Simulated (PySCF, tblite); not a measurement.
**CH₃NO₃Ti, a small molecule taken as a stand-in for a surface group (titanium hydroxide): NMR shifts, core binding energies and electronic excitations**

What NMR shifts, core binding energies and electronic excitations should one expect for `N#[C][Ti]([OH])([OH])[OH]`?

Programs: tblite 0.8.0 and PySCF 2.14.0. All values are calculated, for the isolated system unless a continuum is named. Atoms count from 0, parts from 1.

### 1 The system as given

9 atoms, charge 0, multiplicity 1; geometry: distance geometry start.

### 2 Relaxing the cluster with GFN2-xTB

What the job is given:

```
{"job": {"kind": "relax", "xc": "GFN2-xTB", "basis": "xTB"}, "charge": 0, "multiplicity": 1}
O     -1.457668    -0.419383    -0.430750
Ti     0.075614    -0.099755     0.707434
O      0.471088    -1.701052     1.714951
O     -0.332814     1.367068     1.912281
C      1.653395     0.376063    -0.431860
N      2.632963     0.899525    -1.365551
H     -1.469021    -0.948036    -1.230112
H     -0.092581    -2.462981     1.800712
H      0.341911     2.043838     2.188110
```

Level: GFN2-xTB geometry optimisation, gas phase.

On the command line:

```bash
$ OMP_NUM_THREADS=1 python cluster_run.py task.json out
```

This one command runs all jobs of the session in turn.

Log:

```text
step      E/eV     max force
  0    -552.98813   14.174
  1    -556.06306    1.758
  2    -556.22624    1.632
  3    -556.75843    1.601
  4    -556.81190    1.974
  5    -556.84580    0.995
  6    -556.88281    0.738
  7    -556.89945    0.377
  8    -556.90317    0.246
  9    -556.91283    0.373
 10    -556.92625    0.511
 11    -556.93476    0.350
 12    -556.94039    0.191
 13    -556.94252    0.135
 14    -556.94500    0.182
 15    -556.95055    0.270
 16    -556.95788    0.458
 17    -556.96438    0.472
 18    -556.96994    0.301
 19    -556.97270    0.191
 20    -556.97439    0.175
 21    -556.97657    0.259
 22    -556.98441    0.460
 23    -556.99215    0.397
 24    -556.99970    0.257
 25    -557.00337    0.146
 26    -557.00635    0.261
 27    -557.01124    0.371
 28    -557.01667    0.286
 29    -557.02366    0.145
 30    -557.02726    0.133
 31    -557.02869    0.284
 32    -557.02824    0.328
 33    -557.03161    0.172
 34    -557.03272    0.159
 35    -557.03438    0.091
 36    -557.03478    0.096
 37    -557.03550    0.125
 38    -557.03678    0.152
 39    -557.03813    0.180
 40    -557.03883    0.136
 41    -557.03937    0.062
 42    -557.03959    0.054
 43    -557.04014    0.063
 44    -557.04096    0.082
 45    -557.04188    0.102
 46    -557.04241    0.069
 47    -557.04263    0.038
 48    -557.04271    0.029
 49    -557.04279    0.034
 50    -557.04293    0.050
 51    -557.04319    0.073
 52    -557.04357    0.082
 53    -557.04398    0.097
 54    -557.04431    0.064
 55    -557.04453    0.050
 56    -557.04468    0.041
 57    -557.04481    0.034
 58    -557.04506    0.039
 59    -557.04535    0.069
 60    -557.04555    0.056
 61    -557.04564    0.020
 62    -557.04566    0.015
 63    -557.04567    0.007
```

Run time: 0.31 s. Hardware: 1 thread of AMD EPYC 9R45, shared host.

The steps of the relaxation:

```
step  energy from step 0 (eV)  largest force (eV/Å)
   0                   0.0000               14.1741
   2                  -3.2381                1.6317
   4                  -3.8238                1.9736
   6                  -3.8947                0.7380
   8                  -3.9150                0.2457
  10                  -3.9381                0.5112
  12                  -3.9523                0.1910
  14                  -3.9569                0.1826
  16                  -3.9698                0.4585
  18                  -3.9818                0.3012
  20                  -3.9863                0.1747
  22                  -3.9963                0.4597
  24                  -4.0116                0.2568
  26                  -4.0182                0.2614
  28                  -4.0285                0.2861
  30                  -4.0391                0.1327
  32                  -4.0401                0.3281
  34                  -4.0446                0.1594
  36                  -4.0466                0.0965
  38                  -4.0487                0.1518
  40                  -4.0507                0.1360
  42                  -4.0515                0.0544
  44                  -4.0528                0.0825
  46                  -4.0543                0.0697
  48                  -4.0546                0.0288
  50                  -4.0548                0.0499
  52                  -4.0554                0.0830
  54                  -4.0562                0.0643
  56                  -4.0566                0.0412
  58                  -4.0569                0.0391
  60                  -4.0574                0.0563
  62                  -4.0575                0.0150
  63                  -4.0575                0.0073
```

Close pairs (by a distance rule), those that changed most:

| bond | before (Å) | after (Å) | change (Å) |
| --- | --- | --- | --- |
| C4–N5 | 1.451 | 1.151 | -0.300 |
| Ti1–O3 | 1.942 | 1.704 | -0.238 |
| O0–Ti1 | 1.936 | 1.704 | -0.232 |
| Ti1–O2 | 1.933 | 1.704 | -0.229 |
| O3–H8 | 0.995 | 0.958 | -0.037 |
| Ti1–C4 | 2.003 | 2.040 | +0.037 |
| O2–H7 | 0.952 | 0.958 | +0.007 |
| O0–H6 | 0.958 | 0.958 | -0.000 |

### 3 Relaxing the molecule at PBE0-D3(BJ)/def2-SVP

What the job is given:

```
{"job": {"xc": "PBE0", "basis": "def2-SVP", "d3": "d3bj", "grid": 2, "kind": "geom", "shake": 0.01}, "charge": 0, "multiplicity": 1}
O     -1.368326    -0.270248    -1.052185
Ti    -0.160816    -0.039737     0.097749
O      0.234896    -1.451994     0.947718
O     -0.300060     1.351618     1.073391
C      1.505124     0.355124    -1.023342
N      2.448398     0.590751    -1.634349
H     -2.162868    -0.323309    -1.602073
H      0.352802    -2.268298     1.433165
H     -0.504902     2.032945     1.751376
```

Log:

```text
step   0  E = -1169.04324308  max force = 0.045497
step   1  E = -1169.04752173  max force = 0.027043
step   2  E = -1169.05151047  max force = 0.003703
step   3  E = -1169.05166575  max force = 0.002041
step   4  E = -1169.05198209  max force = 0.005530
step   5  E = -1169.05272287  max force = 0.015103
step   6  E = -1169.05331614  max force = 0.016031
step   7  E = -1169.05431925  max force = 0.006171
step   8  E = -1169.05465283  max force = 0.003636
step   9  E = -1169.05473786  max force = 0.001796
step  10  E = -1169.05481954  max force = 0.001070
step  11  E = -1169.05490439  max force = 0.002755
step  12  E = -1169.05495705  max force = 0.002678
step  13  E = -1169.05499371  max force = 0.001230
step  14  E = -1169.05500704  max force = 0.000399
optimisation converged
```

It took 56 s on 1 thread of AMD EPYC 9R45, shared host; peak memory 0.61 GiB.

Step by step:

```csv
step,energy from step 0 (eV),largest force component (eV/Å)
0,0.0000,2.3396
1,-0.1164,1.3906
2,-0.2250,0.1904
3,-0.2292,0.1050
4,-0.2378,0.2844
5,-0.2580,0.7766
6,-0.2741,0.8243
7,-0.3014,0.3173
8,-0.3105,0.1870
9,-0.3128,0.0924
10,-0.3150,0.0550
11,-0.3173,0.1417
12,-0.3188,0.1377
13,-0.3198,0.0632
14,-0.3201,0.0205
```

Distances of close pairs at the start and the end, largest changes first:

```
  bond  before (Å)  after (Å)  change (Å)
O0–Ti1       1.683      1.759      +0.076
Ti1–O2       1.695      1.758      +0.063
Ti1–O3       1.705      1.756      +0.051
Ti1–C4       2.046      2.084      +0.038
 O3–H8       0.983      0.962      -0.020
 C4–N5       1.148      1.164      +0.016
 O2–H7       0.957      0.963      +0.006
 O0–H6       0.968      0.963      -0.005
```

The next job starts from the end point, and lists it.

```csv
at the end point,value
point group (found at 0.08 Å tolerance),C3
"rotational constants (GHz, main isotopes)","3.286, 1.837, 1.835"
dipole moment (D),6.15
```

### 4 Shielding tensors: PBE0/pcSseg-2

What the job is given:

```
{"job": {"kind": "nmr", "xc": "PBE0", "basis": "pcSseg-2"}, "charge": 0, "multiplicity": 1}
O     -1.368855    -0.481303    -1.084836
Ti    -0.120857    -0.051576     0.077637
O      0.341867    -1.412137     1.090092
O     -0.555310     1.364175     1.021387
C      1.569117     0.479318    -1.020604
N      2.517971     0.798732    -1.614707
H     -2.131950    -0.036992    -1.468457
H      0.233123    -2.368321     1.068978
H     -0.441401     1.685100     1.921555
```

With the program's defaults for keys left out, this is: GIAO PBE0/pcSseg-2 NMR shielding, non-relativistic, gas phase.

Log:

```text
coarse grid: 40712 points
cycle   1  E = -1169.1235811495  dE =  5.192e-01  |g| = 1.579e+00  |ddm| = 2.502e+00
cycle   2  E = -1159.6155856823  dE =  9.508e+00  |g| = 8.577e+00  |ddm| = 2.637e+00
cycle   3  E = -1169.3665224134  dE = -9.751e+00  |g| = 1.068e+00  |ddm| = 2.125e+00
cycle   4  E = -1169.5455106025  dE = -1.790e-01  |g| = 3.166e-01  |ddm| = 6.756e-01
cycle   5  E = -1169.5636744170  dE = -1.816e-02  |g| = 5.095e-02  |ddm| = 1.718e-01
cycle   6  E = -1169.5641806578  dE = -5.062e-04  |g| = 2.210e-02  |ddm| = 4.268e-02
cycle   7  E = -1169.5642123315  dE = -3.167e-05  |g| = 1.875e-02  |ddm| = 1.574e-02
cycle   8  E = -1169.5642880858  dE = -7.575e-05  |g| = 1.076e-03  |ddm| = 8.240e-03
cycle   9  E = -1169.5642882676  dE = -1.818e-07  |g| = 5.902e-04  |ddm| = 7.776e-04
final grid: 85200 points
cycle  10  E = -1169.5643253839  dE =  1.470e-07  |g| = 1.460e-03  |ddm| = 2.351e-03
cycle  11  E = -1169.5643229636  dE =  2.420e-06  |g| = 3.930e-03  |ddm| = 2.213e-03
cycle  12  E = -1169.5643257567  dE = -2.793e-06  |g| = 3.517e-04  |ddm| = 1.608e-03
cycle  13  E = -1169.5643257794  dE = -2.263e-08  |g| = 4.053e-05  |ddm| = 1.454e-04
cycle  14  E = -1169.5643257796  dE = -2.829e-10  |g| = 1.804e-05  |ddm| = 2.897e-05
converged SCF energy = -1169.5643257796

GIAO shielding tensors (ppm)
atom      isotropic    diamagn.    paramagn.     s11        s22        s33       span
  0 O      -44.426     394.814    -439.241   -453.723      1.611    318.833    772.556
  1 Ti    -144.177    1606.489   -1750.666   -151.776   -144.697   -136.060     15.716
  2 O      -41.427     394.983    -436.410   -443.503      0.377    318.844    762.346
  3 O      -38.005     395.341    -433.346   -432.452     -0.518    318.954    751.406
  4 C       27.492     261.766    -234.274    -98.161    -98.040    278.676    376.838
  5 N      -72.697     331.583    -404.280   -262.175   -262.097    306.182    568.357
  6 H       23.289      30.629      -7.340     14.683     24.088     31.097     16.414
  7 H       23.462      30.622      -7.159     14.988     24.058     31.341     16.353
  8 H       23.650      30.692      -7.042     15.307     23.989     31.653     16.346
```

Run time: 28 s. Hardware: 1 thread of AMD EPYC 9R45, shared host; peak memory 1.3 GiB.

The references, computed at this level on geometries of the same kind, shield at (ppm): 1H TMS 31.25, 13C TMS 184.1, 15N NH3 261.7, 17O H2O 328.2. Their shielding less the atom's gives the shift. The references are single molecules in the gas phase, so shifts against H2O, NH3, PH3, H3PO4 or CFCl3 are not on the usual liquid scales and can be off by tens of ppm. Atoms listed in one row are averaged.

```csv
atoms,environment,σ (ppm),δ (ppm)
C4,"carbon bonded to N, Ti",27.5,156.6
"H6, H7, H8",hydrogen on an oxygen bonded to Ti,23.47,7.78
"O0, O2, O3","oxygen bonded to Ti, H",-41.3,369.4
Ti1,"Ti bonded to C, 3 O",-144,–
N5,nitrogen bonded to C,-72.7,334.4
```

Charges from the same density, by scheme (e):

```
     atoms  Mulliken    IAO  Hirshfeld  ESP fit
O0, O2, O3     -0.61  -0.71      -0.32    -0.76
       Ti1      1.45   1.47       0.73     1.28
        C4     -0.18  -0.28      -0.12    -0.05
        N5     -0.20  -0.23      -0.23    -0.36
```

Mayer bond orders: O0–Ti1 1.04, Ti1–O2 1.04, Ti1–O3 1.04, Ti1–C4 0.76, C4–N5 2.96.

### 5 X-ray photoelectron lines: SCAN, X2C

The job, as its differences from that of step 4:

```diff
@@ -1,2 +1,2 @@
-{"job": {"kind": "nmr", "xc": "PBE0", "basis": "pcSseg-2"}, "charge": 0, "multiplicity": 1}
+{"job": {"kind": "xps", "holes": 5}, "charge": 0, "multiplicity": 1}
 O     -1.368855    -0.481303    -1.084836
```

Level: delta-SCF UKS SCAN, pcX-2 on the ionised atom, pcseg-1 elsewhere, spin-free X2C.

Log:

```text
ground state, core basis on atom 0 (O), 147 functions
  cycle   1  E = -1173.38044299  |g| = 1.48e+00
  cycle   2  E = -1159.82575424  |g| = 7.75e+00
  cycle   3  E = -1173.61043207  |g| = 9.81e-01
  cycle   4  E = -1173.70444182  |g| = 6.47e-01
  cycle   5  E = -1173.79259287  |g| = 2.50e-01
  cycle   6  E = -1173.80504727  |g| = 1.10e-01
  cycle   7  E = -1173.80717332  |g| = 4.94e-02
  cycle   8  E = -1173.80783118  |g| = 8.60e-03
  cycle   9  E = -1173.80783718  |g| = 6.98e-03
  cycle  10  E = -1173.80784473  |g| = 9.37e-04
  cycle  11  E = -1173.80784809  |g| = 1.78e-04
  E(ground) = -1173.72467416 Eh
hole in O 1s of atom 0
  cycle   1  E = -1153.16871842  |g| = 2.23e+00
  cycle   2  E = -1148.32644352  |g| = 3.35e+00
  cycle   3  E = -1152.39195433  |g| = 1.72e+00
  cycle   4  E = -1153.23734924  |g| = 1.39e+00
  cycle   5  E = -1153.09456464  |g| = 1.35e+00
  cycle   6  E = -1153.97730012  |g| = 2.53e-01
  cycle   7  E = -1153.84735728  |g| = 6.05e-01
  cycle   8  E = -1153.98852182  |g| = 2.00e-01
  cycle   9  E = -1154.00874899  |g| = 4.97e-02
  cycle  10  E = -1154.00985130  |g| = 8.76e-03
  cycle  11  E = -1154.00982466  |g| = 1.18e-02
  cycle  12  E = -1154.00988208  |g| = 2.53e-03
  cycle  13  E = -1154.00988561  |g| = 5.34e-04
  cycle  14  E = -1154.00988514  |g| = 9.63e-05
  E(ion) = -1153.92881842 Eh   <S^2> = 0.7623   hole on atom = 1.000   binding energy = 538.673 eV
ground state, core basis on atom 4 (C), 147 functions
  cycle   1  E = -1173.78048888  |g| = 1.19e-01
  cycle   2  E = -1173.76398330  |g| = 2.90e-01
  cycle   3  E = -1173.78150866  |g| = 6.88e-02
  cycle   4  E = -1173.78205768  |g| = 5.05e-02
  cycle   5  E = -1173.78262405  |g| = 1.05e-02
  cycle   6  E = -1173.78264572  |g| = 5.02e-03
  cycle   7  E = -1173.78265129  |g| = 1.27e-03
  cycle   8  E = -1173.78265027  |g| = 3.03e-04
  E(ground) = -1173.70390573 Eh
hole in C 1s of atom 4
  cycle   1  E = -1162.54861200  |g| = 1.50e+00
  cycle   2  E = -1159.00768562  |g| = 2.72e+00
  cycle   3  E = -1162.32530809  |g| = 1.25e+00
  cycle   4  E = -1162.73859472  |g| = 9.53e-01
  cycle   5  E = -1163.05417491  |g| = 2.93e-01
  cycle   6  E = -1163.01741802  |g| = 4.53e-01
  cycle   7  E = -1163.09464210  |g| = 1.34e-01
  cycle   8  E = -1163.10327490  |g| = 3.93e-02
  cycle   9  E = -1163.10361825  |g| = 3.16e-02
  cycle  10  E = -1163.10413569  |g| = 7.15e-03
  cycle  11  E = -1163.10422465  |g| = 4.65e-03
  cycle  12  E = -1163.10429531  |g| = 2.34e-03
  cycle  13  E = -1163.10430199  |g| = 3.11e-03
  cycle  14  E = -1163.10430745  |g| = 4.79e-04
  E(ion) = -1163.02323646 Eh   <S^2> = 0.8309   hole on atom = 1.000   binding energy = 290.636 eV
ground state, core basis on atom 5 (N), 147 functions
  cycle   1  E = -1173.79138059  |g| = 7.68e-02
  cycle   2  E = -1173.78922881  |g| = 1.02e-01
  cycle   3  E = -1173.78942519  |g| = 9.65e-02
  cycle   4  E = -1173.79138703  |g| = 2.77e-02
  cycle   5  E = -1173.79156744  |g| = 4.23e-03
  cycle   6  E = -1173.79157060  |g| = 1.19e-03
  cycle   7  E = -1173.79157292  |g| = 2.03e-04
  E(ground) = -1173.70949932 Eh
hole in N 1s of atom 5
  cycle   1  E = -1158.22221126  |g| = 1.84e+00
  cycle   2  E = -1155.36312389  |g| = 2.80e+00
  cycle   3  E = -1158.31932881  |g| = 1.11e+00
  cycle   4  E = -1158.16655351  |g| = 1.46e+00
  cycle   5  E = -1158.82666104  |g| = 4.11e-01
  cycle   6  E = -1158.85139542  |g| = 4.32e-01
  cycle   7  E = -1158.91888586  |g| = 1.66e-01
  cycle   8  E = -1158.93004016  |g| = 6.74e-02
  cycle   9  E = -1158.93197691  |g| = 1.79e-02
  cycle  10  E = -1158.93219243  |g| = 8.05e-03
  cycle  11  E = -1158.93227053  |g| = 4.10e-03
  cycle  12  E = -1158.93227126  |g| = 5.95e-03
  cycle  13  E = -1158.93228825  |g| = 1.26e-03
  cycle  14  E = -1158.93228773  |g| = 3.72e-04
  E(ion) = -1158.84936914 Eh   <S^2> = 0.8230   hole on atom = 1.000   binding energy = 404.365 eV
```

It took 9.8 s on 1 thread of AMD EPYC 9R45, shared host; peak memory 0.57 GiB.

The holes in one table. −ε is the ground-state orbital energy:

| hole | stands for | environment | ΔSCF (eV) | −ε (eV) | ⟨S²⟩ |
| --- | --- | --- | --- | --- | --- |
| O1s on O0 | O0, O2, O3 | oxygen bonded to Ti, H | 538.67 | 517.6 | 0.762 |
| C1s on C4 | C4 | carbon bonded to N, Ti | 290.64 | 273.3 | 0.831 |
| N1s on N5 | N5 | nitrogen bonded to C | 404.36 | 385.5 | 0.823 |

Each hole run stands for the others of its class of like atoms.

### 6 Excited states and response: CAM-B3LYP/def2-SVPD

The job, as its differences from that of step 5:

```diff
@@ -1,2 +1,2 @@
-{"job": {"kind": "xps", "holes": 5}, "charge": 0, "multiplicity": 1}
+{"job": {"kind": "uv", "xc": "CAM-B3LYP", "basis": "def2-SVPD", "nstates": 6, "ntriplets": 2, "ip": true}, "charge": 0, "multiplicity": 1}
 O     -1.368855    -0.481303    -1.084836
```

With the program's defaults for keys left out, this is: TDDFT CAM-B3LYP/def2-SVPD, vertical, gas phase, core orbitals frozen in the response.

Log:

```text
coarse grid: 40712 points
cycle   1  E = -1169.1196596407  dE =  3.941e-01  |g| = 1.443e+00  |ddm| = 4.041e+00
cycle   2  E = -1164.0374964453  dE =  5.082e+00  |g| = 5.990e+00  |ddm| = 5.031e+00
cycle   3  E = -1169.4730896853  dE = -5.436e+00  |g| = 6.801e-01  |ddm| = 3.648e+00
cycle   4  E = -1169.5462489303  dE = -7.316e-02  |g| = 2.164e-01  |ddm| = 9.030e-01
cycle   5  E = -1169.5569684548  dE = -1.072e-02  |g| = 3.851e-02  |ddm| = 3.659e-01
cycle   6  E = -1169.5572319818  dE = -2.635e-04  |g| = 1.965e-02  |ddm| = 4.713e-02
cycle   7  E = -1169.5573056720  dE = -7.369e-05  |g| = 7.514e-03  |ddm| = 2.042e-02
cycle   8  E = -1169.5573198774  dE = -1.421e-05  |g| = 7.002e-04  |ddm| = 1.042e-02
cycle   9  E = -1169.5573202412  dE = -3.638e-07  |g| = 3.235e-04  |ddm| = 1.794e-03
final grid: 85200 points
cycle  10  E = -1169.5573857027  dE = -2.200e-08  |g| = 5.055e-04  |ddm| = 2.097e-03
cycle  11  E = -1169.5573855408  dE =  1.619e-07  |g| = 1.042e-03  |ddm| = 1.550e-03
cycle  12  E = -1169.5573857585  dE = -2.177e-07  |g| = 6.267e-05  |ddm| = 1.079e-03
cycle  13  E = -1169.5573857594  dE = -8.965e-10  |g| = 3.157e-05  |ddm| = 7.329e-05
converged SCF energy = -1169.5573857594

Static polarisability (au): isotropic 63.171, principal 58.361 58.508 72.645

Singlet excitations
state   eV       nm        f      main configurations
  1   5.5169    224.7   0.00001   H-1->L 0.45, H->L+1 0.44
  2   5.6371    219.9   0.00162   H->L 0.31, H-1->L+1 0.30, H->L+1 0.16
  3   5.6385    219.9   0.00156   H->L+1 0.31, H-1->L 0.30, H->L 0.16
  4   5.9712    207.6   0.00017   H-2->L 0.68, H-3->L 0.09, H-9->L 0.09
  5   5.9758    207.5   0.00018   H-2->L+1 0.68, H-9->L+1 0.09, H-3->L+1 0.09
  6   6.0868    203.7   0.00062   H-3->L 0.68, H-2->L 0.11

Triplet excitations (Tamm-Dancoff, eV): 4.9303 5.2068
Vertical ionisation energy (delta-SCF) = 11.6372 eV
Vertical electron affinity (delta-SCF) = 0.7959 eV
```

Run time: 63 s. Hardware: 1 thread of AMD EPYC 9R45, shared host; peak memory 0.89 GiB.

The orbitals next to the gap, with their largest atomic shares:

```
orbital      eV                      atoms
 HOMO−3  -11.78  O2 31 %, O3 30 %, O0 29 %
 HOMO−2  -10.97  N5 65 %, C4 25 %, Ti1 8 %
 HOMO−1  -10.55           N5 50 %, C4 42 %
   HOMO  -10.55           N5 50 %, C4 42 %
   LUMO   -1.33   Ti1 71 %, O3 9 %, O2 6 %
 LUMO+1   -1.33   Ti1 71 %, O0 9 %, O2 5 %
 LUMO+2   -0.33   Ti1 66 %, O3 7 %, O0 6 %
```

Ground-state properties from the same run:

```
           property  computed
  dipole moment (D)      6.22
polarisability (Å³)      9.36
 HOMO–LUMO gap (eV)      9.22
      −ε(HOMO) (eV)     10.55
```

### 7 Outcome

| quantity | value |
| --- | --- |
| point group | C3 |
| rotational constants (main isotopes) | 3.29, 1.84, 1.83 GHz |
| 13C shifts against TMS (PBE0/pcSseg-2) | 156.6 ppm |
| 1H shifts against TMS (PBE0/pcSseg-2, means over atoms taken as alike) | 7.78 ppm |
| 17O shifts against H2O (PBE0/pcSseg-2, means over atoms taken as alike) | 369.4 ppm |
| 15N shifts against NH3 (PBE0/pcSseg-2) | 334.4 ppm |
| shieldings of Ti (PBE0/pcSseg-2) | Ti1 -144.2 ppm |
| O1s binding energies, SCAN/pcX-2 | O0 538.67 eV |
| C1s binding energies, SCAN/pcX-2 | C4 290.64 eV |
| N1s binding energies, SCAN/pcX-2 | N5 404.36 eV |
| lowest singlet (CAM-B3LYP/def2-SVPD) | 5.52 eV (225 nm), f = 0.000 |
| brightest single state of those computed | state 2, 5.64 eV, f = 0.002 |
| lowest triplet | 4.93 eV |
| vertical ionisation energy (ΔSCF) | 11.64 eV |
| vertical electron affinity (ΔSCF) | 0.80 eV |

Over 14 steps the energy fell by 0.320 eV; of the close pairs, O0–Ti1 changed most, 1.683 to 1.759 Å (PBE0/def2-SVP). At PBE0/pcSseg-2: The largest span, 762 ppm, is at O0, O2, O3, where the paramagnetic term is -436 ppm. The first singlet state (HOMO−1→LUMO 0.45, HOMO→LUMO+1 0.44) lies at 5.52 eV and is dark; of the 6 states computed, the strongest absorption comes from states 2 to 3 together at 5.64 eV. The lowest triplet lies 0.59 eV below the lowest singlet (triplets in Tamm-Dancoff, singlets in full TDDFT). ΔSCF puts the ionisation energy at 11.64 eV, 1.09 eV above −ε(HOMO).
